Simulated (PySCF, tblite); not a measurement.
# C₄H₁₄Ge₂O: geometry, infrared bands and NMR shifts

What infrared bands and NMR shifts should C₄H₁₄Ge₂O (`[CH3][GeH2][O]C[C@H](C)[GeH3]`) show?

Computed with tblite 0.8.0 and PySCF 2.14.0, with density-fitted response routines of our own, on a single molecule in the gas phase. Atoms are numbered from 0 throughout.

## Step 1: The starting structure

21 atoms, charge 0, multiplicity 1; geometry from: force field or distance geometry start.

Bonds of the start (Å): C0–Ge1 1.96, Ge1–O2 1.78, O2–C3 1.40, C3–C4 1.53, C4–C5 1.52, C4–Ge6 1.96, C0–H7 1.11, C0–H8 1.11, C0–H9 1.11, Ge1–H10 1.54, Ge1–H11 1.56, C3–H12 1.13, C3–H13 1.11, C4–H14 1.12, C5–H15 1.10, C5–H16 1.12, C5–H17 1.12, Ge6–H18 1.55, Ge6–H19 1.54, Ge6–H20 1.55.

## Step 2: Geometry optimisation with GFN2-xTB

Job settings and geometry (Å):

```
{"job": {"kind": "relax", "xc": "GFN2-xTB", "basis": "xTB"}, "charge": 0, "multiplicity": 1}
C      3.028200    -1.109100    -0.203900
Ge     2.436200     0.724800    -0.546900
O      0.713000     0.718800    -1.009400
C     -0.070300     0.682100     0.153000
C     -1.554700     0.582400    -0.201900
C     -2.440100     0.658900     1.034900
Ge    -1.915000    -1.081600    -1.169700
H      2.446900    -1.525200     0.647200
H      4.104800    -1.114100     0.050300
H      2.844100    -1.720100    -1.107300
H      3.282200     1.311100    -1.695500
H      2.656600     1.573800     0.738700
H      0.192500    -0.211300     0.791600
H      0.096200     1.601600     0.754200
H     -1.816900     1.440800    -0.877500
H     -3.509000     0.608100     0.761100
H     -2.265200     1.623600     1.572100
H     -2.208500    -0.185400     1.729000
H     -3.419800    -1.147400    -1.530100
H     -1.055900    -1.135700    -2.451700
H     -1.554100    -2.279100    -0.252100
```

The run is started by

```console
$ OMP_NUM_THREADS=1 python probes_run.py task.json out
```

The driver reads the jobs from task.json and runs them one after another.

**Question.** This job is followed by: GFN2-xTB harmonic vibrations, gas phase; GIAO PBE0/pcSseg-1 NMR shielding, non-relativistic, gas phase. What will the session give for the following? strongest single infrared mode (GFN2-xTB); zero-point energy (GFN2-xTB); 13C shifts against TMS (PBE0/pcSseg-1); 1H shifts against TMS (PBE0/pcSseg-1, means over atoms taken as alike); 73Ge shifts against GeMe4 (PBE0/pcSseg-1); 17O shifts against H2O (PBE0/pcSseg-1); surface potential, 1st and 99th percentile.

The runs gave:

| quantity | value |
| --- | --- |
| strongest single infrared mode (GFN2-xTB) | 2039 cm⁻¹, 498 km/mol |
| zero-point energy (GFN2-xTB) | 99.4 kcal/mol |
| 13C shifts against TMS (PBE0/pcSseg-1) | 74.1, 31.2, 16.9, -3.0 ppm |
| 1H shifts against TMS (PBE0/pcSseg-1, means over atoms taken as alike) | 5.11, 4.88, 3.92, 3.48, 3.29, 2.19, 1.20, 0.56 ppm |
| 73Ge shifts against GeMe4 (PBE0/pcSseg-1) | -8, -227 ppm |
| 17O shifts against H2O (PBE0/pcSseg-1) | 43.5 ppm |
| surface potential, 1st and 99th percentile | -0.92 V and 1.13 V |

In words: Relaxing lowered the energy by 0.449 eV in 192 steps; the close pair that moved most is Ge6–H20, from 1.551 to 1.495 Å. All 57 modes are real, so the xTB geometry is a minimum. The strongest single mode, at 2039 cm⁻¹, moves mainly H20. GFN2-xTB is a fitted tight-binding method: band positions and strengths are rough. Its intensities can rank the bands wrongly. The most deshielded carbon is C3 (sp3 CH2 bonded to O), at 74.1 ppm: pulled downfield by the heteroatom. At PBE0/pcSseg-1: The largest span, 316 ppm, is at Ge1, where the paramagnetic term is -1417 ppm. Spin-orbit coupling is left out, which matters for shieldings and couplings at and beside the heavy atoms.
